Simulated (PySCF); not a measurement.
# H8O4Sm (Sm(H2O)43+): the cost of one run

Method: PBE0, Sm lcecp-1-SVP with ECP51, O def2-SVP, H def2-SVP; scalar-relativistic core potentials, no spin–orbit coupling; program: PySCF 2.14.0.

1 further run of the same task is left out (for a known fault of the program).

### Step 1. The system as given

13 atoms, charge 3, spin multiplicity 1.

Bond lengths: Sm1–O2 2.497 Å, Sm1–O5 2.497 Å, Sm1–O8 2.497 Å, Sm1–O11 2.497 Å, O2–H3 0.970 Å, O2–H4 0.970 Å, O5–H6 0.970 Å, O5–H7 0.970 Å, O8–H9 0.970 Å, O8–H10 0.970 Å, O11–H12 0.970 Å, O11–H13 0.970 Å. Angles: O2–Sm1–O5 109.5°, O2–Sm1–O8 109.5°, O2–Sm1–O11 109.5°, O5–Sm1–O8 109.5°, O5–Sm1–O11 109.5°, O8–Sm1–O11 109.5°, Sm1–O2–H3 127.5°, Sm1–O2–H4 127.5°, H3–O2–H4 105.1°, Sm1–O5–H6 127.5°, Sm1–O5–H7 127.5°, H6–O5–H7 105.1°, Sm1–O8–H9 127.5°, Sm1–O8–H10 127.5°, H9–O8–H10 105.1°, Sm1–O11–H12 127.5°, Sm1–O11–H13 127.5°, H12–O11–H13 105.1°.

Geometry (Å):

```csv
atom,x (Å),y (Å),z (Å)
Sm1,0.0000,0.0000,0.0000
O2,1.4419,1.4419,1.4419
H3,1.7826,1.2381,2.3270
H4,1.7826,2.3270,1.2381
O5,-1.4419,-1.4419,1.4419
H6,-1.7826,-1.2381,2.3270
H7,-1.7826,-2.3270,1.2381
O8,1.4419,-1.4419,-1.4419
H9,1.7826,-2.3270,-1.2381
H10,1.7826,-1.2381,-2.3270
O11,-1.4419,1.4419,-1.4419
H12,-1.7826,2.3270,-1.2381
H13,-1.7826,1.2381,-2.3270
```

Formal oxidation states: Sm +3. Each metal's 5 4f electrons lie in its core potential, so multiplicities, spins and levels count the valence alone.

### Step 2. SCF at the start, singlet

Contents of run.py (the lines that set the calculation):

```python
mol = gto.M(atom='''
Sm     0.00000     0.00000     0.00000
O      1.44190     1.44190     1.44190
H      1.78260     1.23810     2.32700
H      1.78260     2.32700     1.23810
O     -1.44190    -1.44190     1.44190
H     -1.78260    -1.23810     2.32700
H     -1.78260    -2.32700     1.23810
O      1.44190    -1.44190    -1.44190
H      1.78260    -2.32700    -1.23810
H      1.78260    -1.23810    -2.32700
O     -1.44190     1.44190    -1.44190
H     -1.78260     2.32700    -1.23810
H     -1.78260     1.23810    -2.32700''',
    basis={'Sm': 'lcecp-1-SVP', 'O': 'def2-SVP', 'H': 'def2-SVP'},
    ecp={'Sm': 'lcecp-1-SVP'},
    charge=3, spin=0)
mf = dft.RKS(mol, xc='PBE0')
mf.grids.atom_grid = (50, 194)  # f atoms: unpruned, at least (60, 302)
mf = mf.density_fit()  # fitting sets: Sm AutoAux, O def2-universal-JKFIT, H def2-universal-JKFIT
mf.conv_tol = 1e-08; mf.max_cycle = 55
mf.kernel(dm0)  # dm0: free metal ions and neutral atoms
```

On the command line:

```sh
$ OMP_NUM_THREADS=2 python run.py
```

**Question.** How long does this run take on 2 threads of Intel Xeon Platinum 8488C (Sapphire Rapids), shared host, and how much memory does it need?

About 4.6 s, with a peak of 0.81 GiB.
